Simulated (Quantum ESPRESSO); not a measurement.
WS, 2 atoms in the cell. It takes space group Pm-3m (No. 221, cubic). Conventional cell: a = 3.008 Å, b = 3.008 Å, c = 3.008 Å, α = 90.00°, β = 90.00°, γ = 90.00°. W (site symmetry m-3m) is surrounded by 8 S at 2.60 Å. Around S (site symmetry m-3m) lie 8 W at 2.60 Å. The cell was built by a generator and needn't be a form met in nature.

```yaml
Program: Quantum ESPRESSO 7.5
Task: phonons
Functional: PBEsol
Potentials_or_basis: PseudoDojo 0.4.1 SR PBEsol standard
Cutoff: 1007 eV
Density_cutoff: 4027 eV
k_mesh: 6 × 6 × 6, shifted
Occupations: fermi-dirac, width 0.05 eV
Spin: no spin polarisation
Mixing_beta: 0.5
Most_SCF_iterations: 120
SCF_threshold: 4e-10 Ry
```

Potentials or basis: PseudoDojo 0.4.1 SR PBEsol standard.

Launch:

```bash
$ OMP_NUM_THREADS=1 pw.x -in pw.in > pw.out
$ OMP_NUM_THREADS=1 pw.x -in scf2.in > scf2.out
$ OMP_NUM_THREADS=1 ph.x -in ph.in > ph.out
$ OMP_NUM_THREADS=1 dynmat.x -in dynmat.in > dynmat.out
```

Hardware: 1 thread of Arm Neoverse V2, with other jobs on the host.

**Question.** Estimate the wall time of this run.

**Answer.** Wall time 46 s on 1 thread of Arm Neoverse V2, on a shared host, peak memory 0.05 GiB. Counts: scf iterations 13, k pools 1, bands 16, k points 10, g dense 15791.
